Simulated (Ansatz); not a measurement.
**GdN (rocksalt): how the settings move a single-point run**

Aim: see which settings change the result for GdN (rocksalt), by how much, and at what cost.

Method: reference: DFT PBE+U, scalar-relativistic, plane waves, PAW, in Ansatz 0.2.0.

**1. The starting structure**

It takes space group Fm-3m (No. 225, cubic). Conventional cell: a = 4.999 Å, b = 4.999 Å, c = 4.999 Å, α = 90.00°, β = 90.00°, γ = 90.00°. Gd (site symmetry m-3m) is surrounded by 6 N at 2.50 Å. Around N (site symmetry m-3m) lie 6 Gd at 2.50 Å.

As a file:

```
Gd N
1.0
     0.00000    2.49950    2.49950
     2.49950    0.00000    2.49950
     2.49950    2.49950    0.00000
Gd N
1 1
Cartesian
  2.4995 2.4995 2.4995
  0.0000 0.0000 0.0000
```

**2. The reference run**

File input.yaml:

```yaml
crystal:
  lattice:
    - [0.0, 2.4994985661, 2.4994985661]
    - [2.4994985661, 0.0, 2.4994985661]
    - [2.4994985661, 2.4994985661, 0.0]
  atoms:
    - { symbol: Gd, position: [0.5, 0.5, 0.5], spin: 7.0 }
    - { symbol: "N", position: [0.0, 0.0, 0.0] }
basis:
  ecutwfc: 420
  ecutrho_ratio: 4
kpoints:
  mp_grid: { grid: [8, 8, 8] }
hamiltonian:
  xc: pbe
  hubbard: { sites: [{ species: Gd, l: f, u_eff: 6.0 }] }
scf:
  occupations: { method: gaussian, width: 0.05 }
  lower_state_search: "off"
output:
  forces: true
  stress: true
  eigenvalues: true
  populations: true
  hubbard: { sites: [{ species: Gd, l: f }] }
magnetization:
  spin_polarized: true
checkpoint:
  read: start.run
  write: ck
  compress: false
  write_wavefunctions: false
  write_every: 100000
```

The run is started by

```sh
> ansatz run input.yaml --threads 4 --pin off --max-ram 6144MiB --backend cpu --events-out ev --progress --plain --runs-dir out
```

**3. Again, with symmetry.detect false, xc pbesol, lower_state_search left to its default**

File input.yaml:

```yaml
crystal:
  lattice:
    - [0.0, 2.4994985661, 2.4994985661]
    - [2.4994985661, 0.0, 2.4994985661]
    - [2.4994985661, 2.4994985661, 0.0]
  atoms:
    - { symbol: Gd, position: [0.5, 0.5, 0.5], spin: 7.0 }
    - { symbol: "N", position: [0.0, 0.0, 0.0] }
  symmetry: { detect: false }
basis:
  ecutwfc: 420
  ecutrho_ratio: 4
kpoints:
  mp_grid: { grid: [8, 8, 8] }
hamiltonian:
  xc: pbesol
  hubbard: { sites: [{ species: Gd, l: f, u_eff: 6.0 }] }
scf:
  occupations: { method: gaussian, width: 0.05 }
output:
  forces: true
  stress: true
magnetization:
  spin_polarized: true
```

**4. Again, with mp_grid.grid [6, 6, 6], lower_state_search left to its default**

File input.yaml:

```yaml
crystal:
  lattice:
    - [0.0, 2.4994985661, 2.4994985661]
    - [2.4994985661, 0.0, 2.4994985661]
    - [2.4994985661, 2.4994985661, 0.0]
  atoms:
    - { symbol: Gd, position: [0.5, 0.5, 0.5], spin: 7.0 }
    - { symbol: "N", position: [0.0, 0.0, 0.0] }
basis:
  ecutwfc: 420
  ecutrho_ratio: 4
kpoints:
  mp_grid: { grid: [6, 6, 6] }
hamiltonian:
  xc: pbe
  hubbard: { sites: [{ species: Gd, l: f, u_eff: 6.0 }] }
scf:
  occupations: { method: gaussian, width: 0.05 }
output:
  forces: true
  stress: true
magnetization:
  spin_polarized: true
```

Q: Predict the outcome of this session. Wanted: for each run, ending; energy change; pressure; gap; abs. moment; force.

The runs gave:

| run | ending | energy change | pressure (GPa) | gap (eV) | abs. moment (μB) | force (eV/Å) | cycles | time |
| --- | --- | --- | --- | --- | --- | --- | --- | --- |
| reference | converged | 0 | 0.3 | 0.00 | 7.29 | 0.00 | - | 1.3 s (other work) |
| 1: symmetry.detect false, xc pbesol, lower_state_search left to its default | converged | not comparable | -5.1 | 0.00 | 7.30 | 0.00 | 11 | 13 s |
| 2: mp_grid.grid [6, 6, 6], lower_state_search left to its default | converged | +2.6 meV/atom | 0.4 | 0.00 | 7.28 | 0.00 | 10 | 1.3 s |

Times don't compare one to one where runs were asked for different outputs or read a saved state (see the inputs); cycles count all SCF loops of a run, searches for a lower state included, where those made up much of it.

Residual by cycle in the longest SCF loop of each run; runs are numbered as in the table. The quantity is the density residual dr2, in eV.

| cycle | reference | run 1 | run 2 |
| --- | --- | --- | --- |
| 1 | 7.8e-5 | 0.563 | 0.874 |
| 2 | 1.3e-5 | 0.173 | 0.193 |
| 3 | 7.1e-7 | 0.901 | 0.211 |
| 4 | 4.5e-7 | 0.00477 | 0.00128 |
| 5 | 1.7e-8 | 1.8e-4 | 3.7e-4 |
| 6 | 5.1e-9 | 1.5e-4 | 0.00126 |
| 7 | - | 6.2e-4 | 8.0e-6 |
| 8 | - | 3.9e-5 | 2.3e-7 |
| 9 | - | 3.9e-7 | 3.5e-7 |
| 10 | - | 8.6e-8 | 3.5e-9 |
| 11 | - | 7.0e-10 | - |

**Reading.** Only one run keeps the physical model, «mp_grid.grid [6, 6, 6], lower_state_search left to its default»; it moves the energy by +2.6 meV/atom. Of the variants the dearest is «symmetry.detect false, xc pbesol, lower_state_search left to its default» (13 s), the cheapest «mp_grid.grid [6, 6, 6], lower_state_search left to its default» (1.3 s), on a shared host.
